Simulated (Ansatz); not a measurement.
# GaH7O3Si2: up Jacob's ladder to CCSD(T)

The task here is to estimate one member of a computed series from the others.

Program: Ansatz 0.2.0, Gaussian basis. Level of theory: functionals in def2-TZVPP, the program's frozen cores in correlated methods. These are calculated values, not measurements.

Levels to be run: LDA (SPW92), PBE-D4, revPBE-D4, BLYP-D4, r2SCAN-D4, B97M-V, PBE0-D4, B3LYP-D4, r2SCANh-D4, r2SCAN0-D4, HSE06-D4, BHLYP-D4, CAM-B3LYP-D4, LC-ωPBE, ωB97X-V, ωB97M-V, B2PLYP, PBE-QIDH; CCSD(T)/def2-SVP; MP2/def2-TZVPP; MP2/def2-QZVPP; RPA on PBE.

**Structure used throughout**

An earlier PBE0-D4 in a triple-zeta def2 set relaxation fixed the geometry.

SMILES `[OH][Ga]([O][SiH3])[O][SiH3]`, 13 atoms, charge 0, spin multiplicity 1.

Atoms are counted from 1 here; the program's logs count them from 0.

Bond lengths: O1–Ga2 1.763 Å, O1–H7 0.960 Å, Ga2–O3 1.759 Å, Ga2–O5 1.769 Å, O3–Si4 1.635 Å, Si4–H8 1.490 Å, Si4–H9 1.485 Å, Si4–H10 1.487 Å, O5–Si6 1.636 Å, Si6–H11 1.485 Å, Si6–H12 1.487 Å, Si6–H13 1.490 Å. Angles: Ga2–O1–H7 112.6°, O1–Ga2–O3 118.8°, O1–Ga2–O5 119.9°, O3–Ga2–O5 121.2°, Ga2–O3–Si4 139.1°, O3–Si4–H8 110.9°, O3–Si4–H9 108.6°, O3–Si4–H10 110.5°, H8–Si4–H9 109.0°, H8–Si4–H10 108.4°, H9–Si4–H10 109.3°, Ga2–O5–Si6 138.6°, O5–Si6–H11 108.6°, O5–Si6–H12 110.6°, O5–Si6–H13 110.9°, H11–Si6–H12 109.2°, H11–Si6–H13 109.0°, H12–Si6–H13 108.5°.

Coordinates:

```xyz
13

O     1.26677    2.08855   -2.21375
Ga    0.61335    0.96958   -1.01832
O     1.69847    0.28386    0.18397
Si    1.66396   -0.80985    1.39857
O    -1.10693    0.55657   -1.04328
Si   -2.17385   -0.31178   -0.15816
H     0.59681    2.41123   -2.82142
H     0.71987   -1.92018    1.08731
H     3.02809   -1.36909    1.57244
H     1.23066   -0.16651    2.66748
H    -3.52945    0.26250   -0.35377
H    -2.17790   -1.73444   -0.59171
H    -1.82983   -0.26047    1.29063
```

The first run:

in.yaml reads:

```yaml
crystal:
  periodic: [false, false, false]
  atoms:
    - {symbol: O, position_ang: [1.266773, 2.088548, -2.213752]}
    - {symbol: Ga, position_ang: [0.613349, 0.969579, -1.018325]}
    - {symbol: O, position_ang: [1.698473, 0.283858, 0.183973]}
    - {symbol: Si, position_ang: [1.663958, -0.809848, 1.398570]}
    - {symbol: O, position_ang: [-1.106930, 0.556567, -1.043280]}
    - {symbol: Si, position_ang: [-2.173848, -0.311777, -0.158159]}
    - {symbol: H, position_ang: [0.596810, 2.411232, -2.821416]}
    - {symbol: H, position_ang: [0.719866, -1.920177, 1.087308]}
    - {symbol: H, position_ang: [3.028089, -1.369088, 1.572436]}
    - {symbol: H, position_ang: [1.230658, -0.166510, 2.667484]}
    - {symbol: H, position_ang: [-3.529449, 0.262501, -0.353769]}
    - {symbol: H, position_ang: [-2.177901, -1.734438, -0.591710]}
    - {symbol: H, position_ang: [-1.829829, -0.260469, 1.290630]}
basis:
  gaussian: {orbitals: def2-TZVPP}
hamiltonian: {xc: lda}
output: {orbitals: {seedname: orbitals}}
```

Started as:

```console
> ansatz run in.yaml --threads 4 --pin off --events-out ev --progress --plain --max-ram 11315MiB
```

Steps of the session up to this table: LDA; PBE-D4 (GGA); revPBE-D4 (GGA); BLYP-D4 (GGA); r2SCAN-D4 (meta-GGA); B97M-V (meta-GGA); PBE0-D4 (hybrid); B3LYP-D4 (hybrid); r2SCANh-D4 (hybrid); r2SCAN0-D4 (hybrid); HSE06-D4 (hybrid); BHLYP-D4 (hybrid); CAM-B3LYP-D4 (range-separated); LC-ωPBE (range-separated); ωB97X-V (range-separated); ωB97M-V (range-separated); B2PLYP (double hybrid); PBE-QIDH (double hybrid).

One of the session's tables, all rows but one given; the rest of the session is left out.

It belongs to the step «Frontier levels by functional». 

```
  functional  HOMO (eV)  gap (eV)
 LDA (SPW92)      -7.34      4.74
      PBE-D4      -7.24      4.93
   revPBE-D4          ?         ?
     BLYP-D4      -7.16      4.89
   r2SCAN-D4      -7.60      5.62
      B97M-V      -7.71      5.45
     PBE0-D4      -8.68      7.32
    B3LYP-D4      -8.47      6.79
  r2SCANh-D4      -8.13      6.48
  r2SCAN0-D4      -8.92      7.76
    HSE06-D4      -8.27      6.54
    BHLYP-D4     -10.07      9.56
CAM-B3LYP-D4     -10.11      9.67
     LC-ωPBE     -11.44     12.35
     ωB97X-V     -11.11     11.79
     ωB97M-V     -10.97     11.36
```

**Question.** Estimate the row for revPBE-D4.

As computed: HOMO (eV): -7.19; gap (eV): 5.02. In the column «HOMO (eV)» it lies between PBE-D4 (-7.24) and BLYP-D4 (-7.16).
